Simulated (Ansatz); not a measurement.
# F3H2NbO2: the cost of one run

Method: the settings change from run to run; program: Ansatz 0.2.0, Gaussian basis.

### 1 The geometry

The structure was relaxed beforehand with PBE0-D4 in a triple-zeta def2 set. Nb takes a core potential in def2 sets; no spin-orbit term is included.

8 atoms, charge 0, spin multiplicity 1.

Atoms are counted from 1 here; the program's logs count them from 0.

Bond lengths: O1–Nb2 1.872 Å, O1–H7 0.955 Å, Nb2–O3 1.867 Å, Nb2–F4 1.860 Å, Nb2–F5 1.872 Å, Nb2–F6 1.859 Å, O3–H8 0.961 Å. Angles: Nb2–O1–H7 161.9°, O1–Nb2–O3 95.5°, O1–Nb2–F4 89.5°, O1–Nb2–F5 171.7°, O1–Nb2–F6 89.9°, O3–Nb2–F4 116.6°, O3–Nb2–F5 92.8°, O3–Nb2–F6 116.3°, F4–Nb2–F5 86.4°, F4–Nb2–F6 127.0°, F5–Nb2–F6 86.8°, Nb2–O3–H8 124.8°.

### 2 PBE0/def2-mTZVPP

This run has D3(BJ) with three-body dispersion, relativity set to scalar, high accuracy.

Input file in.yaml:

```yaml
crystal:
  periodic: [false, false, false]
  atoms:
    - {symbol: O, position_ang: [-0.311830, -1.073659, 0.991630]}
    - {symbol: Nb, position_ang: [-0.174889, 0.414763, -0.135402]}
    - {symbol: O, position_ang: [1.378040, -0.157191, -0.999449]}
    - {symbol: F, position_ang: [-1.789652, -0.057528, -0.928385]}
    - {symbol: F, position_ang: [-0.270542, 1.984102, -1.150623]}
    - {symbol: F, position_ang: [0.064740, 1.511581, 1.345989]}
    - {symbol: H, position_ang: [-0.642393, -1.700107, 1.631678]}
    - {symbol: H, position_ang: [1.838726, -0.979162, -0.811138]}
basis:
  gaussian: {orbitals: def2-mTZVPP}
hamiltonian: {xc: {name: PBE0}, dispersion: d3bjatm, pseudopotentials: {relativity: scalar}}
accuracy: high
output: {forces: true}
```

Command:

```sh
ansatz run in.yaml --threads 4 --pin off --events-out ev --progress --plain --max-ram 10444MiB
```

Q: Estimate wall time and peak memory on 4 threads of Intel Xeon 6975P-C, shared host.

About 6 s, with a peak of 0.89 GiB.
